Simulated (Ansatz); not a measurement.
Run this with the Ansatz DFT code, driven from Python and show what comes out.

`md.py`
```python
# -*- coding: utf-8 -*-
'''A few tens of MD steps for Hg3Pd.'''

import ansatz as az
from ase import Atoms
from ase.neighborlist import neighbor_list
import numpy as np


def main():
    cell = (
        az.Lattice.cubic(4.36495)
        .space_group(221)
        .atom('Hg', (0.5, 0.0, 0.5))
        .atom('Pd', (0.0, 0.0, 0.0))
    )

    # a small cell and a short run: a test of the set-up, no statistics
    calculation = (
        cell.supercell(2, 1, 1).calculation()
        .functional('PBEsol')
        .pseudopotentials('paw')
        .basis(510)
        .kpoints(1, 2, 2)
        .occupations('Fermi-Dirac', width=150 * az.meV)
        .md('nvt_langevin', timestep=3.0 * az.fs, steps=25, temperature=100, friction=0.005, initial_velocities='maxwell_boltzmann', seed=150)
    )
    steps = []


    def collect(event):
        if event['event'] == 'md_step':
            steps.append(event['data'])


    res = calculation.session().plan().execute(on_event=collect)
    r = res.report

    print(' step   t (fs)     E_pot (eV)   E_kin (eV)    T (K)')
    for s in steps[::2]:
        print(f'{s["step"]:5d} {s["time_fs"]:8.1f} {s["lagrangian_ev"]:14.4f} {s["e_kin_ev"]:12.4f} {s["temperature_k"]:8.1f}')

    temperature = np.array([s['temperature_k'] for s in steps])
    print(f'mean temperature of the second half {temperature[len(steps) // 2 :].mean():.1f} K')

    print('last positions (A) and velocities (A/fs)')
    for site, xyz, vel in zip(res.lattice.sites, steps[-1]['positions_ang'], steps[-1]['velocities_ang_fs']):
        print(f'{site.symbol:2s}', ' '.join(f'{v:8.4f}' for v in xyz), ' ', ' '.join(f'{v:9.5f}' for v in vel))

    track = np.array([s['positions_ang'] for s in steps])
    names = np.array([site.symbol for site in res.lattice.sites])
    for name in sorted(set(names)):
        msd = ((track[:, names == name] - track[0, names == name]) ** 2).sum(axis=2).mean(axis=1)
        print(f'mean square displacement of {name} (A^2):', np.round(msd[:: max(len(msd) // 6, 1)], 4))

    symbols = [site.symbol for site in res.lattice.sites]
    pairs = np.concatenate([neighbor_list('d', Atoms(symbols, positions=s['positions_ang'], cell=res.lattice.cell_ang, pbc=True), 4.5) for s in steps[len(steps) // 2 :]])
    counts, edges = np.histogram(pairs, bins=np.arange(0.5, 4.51, 0.25))
    for low, count in zip(edges, counts / (len(symbols) * len(steps[len(steps) // 2 :]))):
        print(f'{low:4.2f}-{low + 0.25:4.2f} A  {count:6.2f} neighbours an atom')


if __name__ == '__main__':
    main()
```

```console
$ python md.py
DeckWarning: md: disabling space-group detection — thermal motion breaks the input geometry's symmetry, so no spatial operation reduces the k-mesh or symmetrises the density; time reversal is kept, [...]
 step   t (fs)     E_pot (eV)   E_kin (eV)    T (K)
    0      0.0    -95822.2220       0.0905     87.5
    2      6.0    -95822.2219       0.0952     92.0
    4     12.0    -95822.2213       0.0815     78.8
    6     18.0    -95822.2206       0.0833     80.6
    8     24.0    -95822.2197       0.0797     77.1
   10     30.0    -95822.2183       0.0851     82.3
   12     36.0    -95822.2164       0.0867     83.8
   14     42.0    -95822.2145       0.0815     78.8
   16     48.0    -95822.2127       0.0834     80.6
   18     54.0    -95822.2109       0.1083    104.8
   20     60.0    -95822.2085       0.1063    102.8
   22     66.0    -95822.2055       0.1204    116.4
   24     72.0    -95822.2019       0.1129    109.2
mean temperature of the second half 99.0 K
last positions (A) and velocities (A/fs)
Hg   2.1569  -0.0322   2.2099    -0.00067  -0.00034   0.00053
Hg  -0.0153   2.2250   2.1640    -0.00022   0.00057   0.00027
Hg   2.1029   2.2043  -0.0505    -0.00143   0.00038  -0.00084
Pd  -0.0042   0.0049   0.0818    -0.00048  -0.00017   0.00140
Hg   6.6054   0.0443   2.2535     0.00026   0.00049   0.00044
Hg   4.4055   2.1992   2.1328     0.00038   0.00055  -0.00110
Hg   6.5539   2.1702  -0.0288     0.00026  -0.00037  -0.00049
Pd   4.4076   0.0003   0.1337     0.00072  -0.00044   0.00236
mean square displacement of Hg (A^2): [0.     0.0002 0.0006 0.0013 0.0021 0.0032 0.0046]
mean square displacement of Pd (A^2): [0.     0.0002 0.0009 0.002  0.004  0.0074 0.0119]
0.50-0.75 A    0.00 neighbours an atom
0.75-1.00 A    0.00 neighbours an atom
1.00-1.25 A    0.00 neighbours an atom
1.25-1.50 A    0.00 neighbours an atom
1.50-1.75 A    0.00 neighbours an atom
1.75-2.00 A    0.00 neighbours an atom
2.00-2.25 A    0.00 neighbours an atom
2.25-2.50 A    0.00 neighbours an atom
2.50-2.75 A    0.00 neighbours an atom
2.75-3.00 A    0.48 neighbours an atom
3.00-3.25 A   11.52 neighbours an atom
3.25-3.50 A    0.00 neighbours an atom
3.50-3.75 A    0.00 neighbours an atom
3.75-4.00 A    0.00 neighbours an atom
4.00-4.25 A    0.00 neighbours an atom
4.25-4.50 A    6.00 neighbours an atom
```
(Warnings from the package without file and line, shortened.)

Notes:
- Total energies depend on the potentials; only differences at equal settings carry meaning. A total without «per atom» is that of the cell as typed.
- Spin is left out of this run.
- For a metal this mesh is far too coarse, so the numbers only illustrate the procedure.
- The smearing is wide enough that free energy and stress hold a thermal part of the electrons.
- Spin-orbit coupling, which matters for elements this heavy, is left out.
- This cell is a computed structure, which may not be the phase found in nature.
- A small cell, a coarse mesh and a very short run: it shows the set-up and gives no equilibrium averages.
- Finished in 70 s on 1 thread of Arm Neoverse V2, on a shared host, peak memory 0.64 GiB.

(A comment or docstring line of the script was reworded after the run, the code is as it ran; lines on the test bed's own set-up are left out of the output.)
